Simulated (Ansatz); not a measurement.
# HfBr: the cost of one run

Computed with Ansatz 0.2.0 (DFT PBE, scalar-relativistic, plane waves, PAW, unless a step's input says otherwise).

## Step 1: The system as given

Symmetry: F-43m, No. 216, cubic system. Conventional cell: a = 6.333 Å, b = 6.333 Å, c = 6.333 Å, α = 90.00°, β = 90.00°, γ = 90.00°. Hf (site symmetry -43m) is surrounded by 4 Br at 2.74 Å. Around Br (site symmetry -43m) lie 4 Hf at 2.74 Å.

Structure file:

```
Hf Br
1.0
     0.00000    3.16631    3.16631
     3.16631    0.00000    3.16631
     3.16631    3.16631    0.00000
Hf Br
1 1
Direct
  0.75000 0.75000 0.75000
  0.00000 0.00000 0.00000
```

The cell is invented: species swapped into a database cell of GaSb (F-43m, No. 216), with Br on the Ga sites and Hf on the Sb sites. Its size is a rough estimate.

## Step 2: Probe: one point on a coarse mesh

Contents of input.yaml:

```yaml
crystal:
  lattice:
    - [0.0, 3.16630574, 3.16630574]
    - [3.16630574, 0.0, 3.16630574]
    - [3.16630574, 3.16630574, 0.0]
  atoms:
    - { symbol: Hf, position: [0.75, 0.75, 0.75] }
    - { symbol: Br, position: [0.0, 0.0, 0.0] }
basis:
  ecutwfc: 420
kpoints:
  mp_grid: { grid: [6, 6, 6] }
hamiltonian:
  xc: pbe
scf:
  occupations: { method: gaussian, width: 0.1 }
  lower_state_search: "off"
output:
  forces: true
  stress: true
  eigenvalues: true
```

On the command line:

```
$ ansatz run input.yaml --threads 1 --pin off --max-ram 2560MiB --backend cpu --events-out ev --progress --plain --runs-dir out
```

**Question.** How long does this run take on 1 thread of Arm Neoverse V2, shared host, and how much memory does it need?

About 2.1 s, with a peak of 0.31 GiB.
